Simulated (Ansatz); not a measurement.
# C₂H₇AlCl₂O: small, medium and large basis sets

One table from this session's results is given with a row withheld; the runs are named, their logs left out.

Method: one geometry, several basis sets; program: Ansatz 0.2.0, Gaussian basis.

Levels to be run: PBE0-D4/def2-SVP; ωB97M-V/def2-SVP; PBE0-D4/def2-QZVPP; ωB97M-V/def2-QZVPP; the functionals' def2-TZVPP values are taken from earlier runs.

### The relaxed structure

An earlier PBE0-D4 in a triple-zeta def2 set relaxation fixed the geometry.

SMILES `C[OH+][Al-]([CH3])([Cl])[Cl]`, 13 atoms, charge 0, spin multiplicity 1.

Atoms are counted from 1 here; the program's logs count them from 0.

Bond lengths: C1–O2 1.438 Å, C1–H7 1.089 Å, C1–H8 1.087 Å, C1–H9 1.089 Å, O2–Al3 1.947 Å, O2–H10 0.966 Å, Al3–C4 1.937 Å, Al3–Cl5 2.140 Å, Al3–Cl6 2.133 Å, C4–H11 1.094 Å, C4–H12 1.094 Å, C4–H13 1.093 Å. Angles: O2–C1–H7 109.0°, O2–C1–H8 106.6°, O2–C1–H9 110.4°, H7–C1–H8 109.8°, H7–C1–H9 111.5°, H8–C1–H9 109.5°, C1–O2–Al3 124.4°, C1–O2–H10 111.9°, Al3–O2–H10 108.1°, O2–Al3–C4 107.0°, O2–Al3–Cl5 92.9°, O2–Al3–Cl6 100.5°, C4–Al3–Cl5 119.6°, C4–Al3–Cl6 117.4°, Cl5–Al3–Cl6 113.7°, Al3–C4–H11 110.7°, Al3–C4–H12 111.8°, Al3–C4–H13 111.7° and more.

Set-up of the first run:

Input file in.yaml:

```yaml
crystal:
  periodic: [false, false, false]
  atoms:
    - {symbol: C, position_ang: [0.281189, 0.455364, 1.925638]}
    - {symbol: O, position_ang: [0.810423, 0.539481, 0.591595]}
    - {symbol: Al, position_ang: [-0.262388, 0.411095, -1.028196]}
    - {symbol: C, position_ang: [-0.397451, -1.470576, -1.468900]}
    - {symbol: Cl, position_ang: [1.068091, 1.665284, -2.139953]}
    - {symbol: Cl, position_ang: [-2.042306, 1.400063, -0.393012]}
    - {symbol: H, position_ang: [1.107598, 0.358532, 2.628760]}
    - {symbol: H, position_ang: [-0.336708, -0.438776, 1.958384]}
    - {symbol: H, position_ang: [-0.331017, 1.329050, 2.146706]}
    - {symbol: H, position_ang: [1.418066, 1.284025, 0.491369]}
    - {symbol: H, position_ang: [-0.979882, -1.612062, -2.383823]}
    - {symbol: H, position_ang: [-0.901561, -2.037718, -0.680485]}
    - {symbol: H, position_ang: [0.586345, -1.918362, -1.633384]}
basis:
  gaussian: {orbitals: def2-SVP}
hamiltonian: {xc: pbe0, dispersion: d4}
output: {orbitals: {seedname: orbitals}}
```

The run is started by

```bash
> ansatz run in.yaml --threads 4 --pin off --events-out ev --progress --plain --max-ram 11315MiB
```

Steps of the session up to this table: PBE0-D4 in def2-SVP; ωB97M-V in def2-SVP; PBE0-D4 in def2-QZVPP; ωB97M-V in def2-QZVPP.

One table of the session follows, with a row left open; its other results are not shown here.

It belongs to the step «Functionals by basis». 

| functional | basis | HOMO (eV) | LUMO (eV) |
| --- | --- | --- | --- |
| PBE0-D4 | def2-SVP | -7.89 | 0.37 |
| PBE0-D4 | def2-TZVPP | -8.02 | -0.11 |
| PBE0-D4 | def2-QZVPP | -8.05 | -0.42 |
| ωB97M-V | def2-SVP | ? | ? |
| ωB97M-V | def2-TZVPP | -10.24 | 1.43 |
| ωB97M-V | def2-QZVPP | -10.28 | 0.83 |

Estimate the missing values for ωB97M-V, def2-SVP.

**Answer.** HOMO (eV): -10.08; LUMO (eV): 2.06. In the column «HOMO (eV)» it lies between ωB97M-V, def2-TZVPP (-10.24) and PBE0-D4, def2-QZVPP (-8.05).
